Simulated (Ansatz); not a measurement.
# FeNi3 (Pm-3m): equation of state

One table from this session's results is given with a row withheld; the runs are named, their logs left out.

Program: Ansatz 0.2.0. Level of theory: DFT PBE, scalar-relativistic, plane waves, PAW. These are calculated values, not measurements.

**The system as given**

The structure is cubic, space group Pm-3m (No. 221). The conventional cell has a = 3.543 Å, b = 3.543 Å, c = 3.543 Å, α = 90.00°, β = 90.00°, γ = 90.00°. Fe (site symmetry m-3m) is surrounded by 12 Ni at 2.51 Å. Ni (site symmetry 4/mmm) has 4 Fe at 2.51 Å and 8 Ni at 2.51 Å as nearest neighbours.

Coordinates:

```xyz
4
Lattice="3.5434 0.0000 0.0000 0.0000 3.5434 0.0000 0.0000 0.0000 3.5434" Properties=species:S:1:pos:R:3 pbc="T T T"
Fe    0.0000    0.0000    0.0000
Ni    0.0000    1.7717    1.7717
Ni    1.7717    0.0000    1.7717
Ni    1.7717    1.7717    0.0000
```

This cell comes from an earlier session at PBE: 11.122 Å³/atom at 0.00 GPa, on a 12×12×12 mesh.

Volume factors to run: 0.980, 1.020, 0.960, 1.040.

Set-up of the first run:

input.yaml

```yaml
crystal:
  lattice:
    - [3.5195901557, 0.0, 0.0]
    - [0.0, 3.5195901557, 0.0]
    - [0.0, 0.0, 3.5195901557]
  atoms:
    - { symbol: Fe, position: [0.0, 0.0, 0.0], spin: 3.2 }
    - { symbol: Ni, position: [0.0, 0.5, 0.5], spin: 0.75 }
    - { symbol: Ni, position: [0.5, 0.0, 0.5], spin: 0.75 }
    - { symbol: Ni, position: [0.5, 0.5, 0.0], spin: 0.75 }
basis:
  ecutwfc: 420
  ecutrho_ratio: 4
kpoints:
  mp_grid: { grid: [12, 12, 12] }
hamiltonian:
  xc: pbe
scf:
  occupations: { method: gaussian, width: 0.05 }
output:
  forces: true
  stress: true
  eigenvalues: true
  populations: true
magnetization:
  spin_polarized: true
```

On the command line:

```bash
$ ansatz run input.yaml --threads 2 --pin off --max-ram 5120MiB --backend cpu --events-out ev --progress --plain --runs-dir out
```

Among the steps run: At 0.980 of the relaxed volume; At 1.020 of the relaxed volume; Scaling the volume by 0.960; At 1.040 of the relaxed volume.

One table of the session follows, with a row left open; its other results are not shown here.

It belongs to the step «Energy and pressure against volume». 

```
volume (Å³/atom)  energy (meV/atom)  pressure (GPa)  moment of atom 1 (μB)
          10.677              11.90            8.95                   2.86
          10.900                  ?               ?                      ?
          11.122               0.00            0.00                   2.91
          11.345               2.68           -3.73                   2.93
          11.567              10.23           -7.02                   2.96
```

Estimate the missing values for volume (Å³/atom) = 10.900.

Worked estimate for «energy (meV/atom)». A straight line through the neighbours (10.677, 11.90) and (11.122, 0.00) gives 11.90 + (0.00 − 11.90) × (10.900 − 10.677) / (11.122 − 10.677) = 5.94; a parabola fitted to 3 rows on both sides gives 3.06.

**Answer.** energy (meV/atom): 2.83; pressure (GPa): 4.21; moment of atom 1 (μB): 2.89. In «energy (meV/atom)» the line misses by +3.11 and the parabola by +0.23.
